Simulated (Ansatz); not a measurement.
Task: cell relaxations under several functionals of Sb, space group R-3m, with the Python package of Ansatz (0.2.0). Give the script and its output. Level of theory (first run): PBE, PAW, cutoff 450 eV, 8×8×8 k-points, Fermi-Dirac smearing of 0.1 eV, D3BJ dispersion.

```xyz
2
Lattice="2.1542 1.2437 3.7580 -2.1542 1.2437 3.7580 0.0000 -2.4875 3.7580" Properties=species:S:1:pos:R:3 pbc="T T T"
Sb    0.0000    0.0000    2.6324
Sb    0.0000    0.0000    8.6416
```

Script `lattice.py`:
```python
"""Relaxed cell of Sb under several functionals."""

import warnings

import ansatz as az
import numpy as np

def edges_and_angles(cell):
    cell = np.asarray(cell)
    a, b, c = np.linalg.norm(cell, axis=1)
    cosines = cell[1] @ cell[2] / (b * c), cell[0] @ cell[2] / (a * c), cell[0] @ cell[1] / (a * b)
    return (a, b, c, *np.degrees(np.arccos(cosines)))


def main() -> None:
    warnings.simplefilter("ignore", az.DeckWarning)

    lattice = az.Lattice.of(
        (2.1542, 1.243728, 3.758),
        (-2.1542, 1.243728, 3.758),
        (0.0, -2.487456, 3.758),
    )
    sites = [
        ("Sb", (0.23349, 0.23349, 0.23349)),
        ("Sb", (0.76651, 0.76651, 0.76651)),
    ]
    crystal = az.Crystal(lattice=lattice)
    for symbol, position in sites:
        crystal = crystal.atom(symbol, position)

    base = (
        crystal.calculation()
        .basis(450)  # a bare number is in eV
        .kpoints(density=4.5)
        .occupations(az.OccupationsMethod.FERMI_DIRAC, width=0.1)
        .relax(cell=True)  # relax until the tolerances are met
    )

    levels = [("pbe", "d3bj"), ("revpbe", "d3bj"), ("r2scan", "rvv10")]
    print("level            a       b       c    alpha   beta  gamma  V/atom  steps")
    for name, dispersion in levels:
        seen = []
        run = base.functional(name, dispersion=dispersion).session().plan()
        done = run.execute(on_event=lambda e: seen.append(e) if e["event"] == "relax_step" else None)
        cell = done.lattice.cell_ang
        label = name if dispersion == "none" else f"{name}+{dispersion}"
        print("{:13s} {:7.4f} {:7.4f} {:7.4f} {:6.2f} {:6.2f} {:6.2f}".format(label, *edges_and_angles(cell)), f"{abs(np.linalg.det(cell)) / len(done.lattice.sites):7.3f} {len(seen):5d}")


if __name__ == "__main__":
    main()
```

`python lattice.py` gives:
```text
level            a       b       c    alpha   beta  gamma  V/atom  steps
pbe+d3bj       4.4525  4.4525  4.4525  58.02  58.02  58.02  29.787     5
revpbe+d3bj    4.3869  4.3869  4.3869  58.53  58.53  58.53  28.845     6
r2scan+rvv10   4.5364  4.5364  4.5364  56.98  56.98  56.98  30.705     6
```

From smallest to largest: revPBE+D3BJ (28.84 Å³ an atom, -4.5 % against the start), PBE+D3BJ (29.79 Å³ an atom, -1.4 % against the start) and r2SCAN+RVV10 (30.70 Å³ an atom, +1.7 % against the start). The spread is 6.4 % in volume.

Reading the output:
- The cutoff lies under the one recommended for these potentials in some of the runs.
- Dispersion corrections can be off by several per cent in the lattices of metals, and by several GPa in the pressure at a fixed cell.
- The mesh is modest for a metal, so energies can be off by several to tens of meV an atom and pressures by half a GPa or more; differences at equal mesh fare better.
- Edges and angles are those of the cell as typed, here a primitive one, not of the conventional cell.
- The script silences the warnings on its input, which a real study should read.
- The whole script took 88 s on 1 thread of Arm Neoverse V2, with other jobs on the host, peak memory 0.71 GiB.

(A comment or docstring line of the script was reworded after the run, the code is as it ran.)
